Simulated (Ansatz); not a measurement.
Consider a comparison of functionals at one structure of YTe, space group Fm-3m (the Ansatz DFT code, driven from Python).

`xc.py`:
```python
'''Functional comparison for YTe (totals differ with the potentials too).'''

import csv

import ansatz as az

lattice = az.Lattice.of(
    (0.0, 3.04, 3.04),
    (3.04, 0.0, 3.04),
    (3.04, 3.04, 0.0),
)
sites = [
    ('Y', (0.5, 0.5, 0.5)),
    ('Te', (0.0, 0.0, 0.0)),
]
structure = az.Crystal(lattice=lattice)
for symbol, position in sites:
    structure = structure.atom(symbol, position)

job = (
    structure.calculation()
    .basis(530)
    .accuracy('medium')  # preset for grids and thresholds
    .kpoints(mesh=(8, 8, 8))  # the mesh must be finer for metals
    .occupations('methfessel_paxton', width=0.05)  # fractional filling near the Fermi level
    .scf(tolerance=1e-08, extra_bands=16, lower_state_search='light')
    .forces()  # eV per angstrom
    .stress()  # positive in compression
)

rows = []
for value in ['lda', 'blyp', 'pbesol']:
    report = job.functional(value).run().report
    rows.append((value, report['free_energy_ev'] / len(report['lattice']['sites']), report['n_iterations'], sum(report['stress_gpa'][i][i] for i in range(3)) / 3, max(abs(f) for row in report['forces_ev_ang'] for f in row), report['n_kpoints']))

with open('xc.csv', 'w', newline='') as handle:
    writer = csv.writer(handle)
    writer.writerow(['functional', 'F/atom (eV)', 'iterations', 'P (GPa)', 'max component (eV/A)', 'k-points'])
    writer.writerows([round(v, 5) if isinstance(v, float) else v for v in row] for row in rows)
print(open('xc.csv').read())
```

Which functional puts this cell under the lowest pressure, and which under the highest?

From lowest to highest: LDA (-1.7 GPa), PBEsol (0.1 GPa) and BLYP (6.8 GPa). At a fixed cell a lower pressure usually means a smaller equilibrium volume, so LDA prefers the smallest cell and BLYP the largest.

The output:

```console
$ python xc.py
DeckWarning: output.stress: scf.convergence.dr2_threshold = 1e-8 eV is looser than the 2e-10 eV advised for a printed stress (1e-10 eV for each atom of the cell: 2). What an SCF threshold leaves in a stress goes as its square root, and in the free energy as the threshold itself, and one threshold admits the most on a [...]
functional,F/atom (eV),iterations,P (GPa),max component (eV/A),k-points
lda,-5287.78928,7,-1.73229,0.0,29
blyp,-5430.44061,8,6.75521,0.0,29
pbesol,-5349.6662,7,0.05736,0.0,29
```
(Warnings from the package without file and line, shortened.)

Caveats:
- BLYP can be off by several per cent in the lattices of metals, and by several GPa in the pressure at a fixed cell.
- The mesh is modest for a metal, so energies can be off by several to tens of meV an atom and pressures by half a GPa or more; differences at equal mesh fare better.
- Forces vanish by symmetry here and test nothing.
- Of the deposited cell: the entry's cell lengths or inner coordinates differ somewhat from later room-temperature determinations.
- Pressure is positive in compression.
- The starting cell is as deposited in a crystallographic database; the results hold for this polymorph, which needn't be the stable one.
- Total energies of different functionals can't be compared; pressures, moments and gaps at this one structure can.
- The whole script took 8.2 s on 1 thread of Arm Neoverse V2 (shared host), peak memory 0.44 GiB.

(Lines on the test bed's own set-up are left out of the output.)
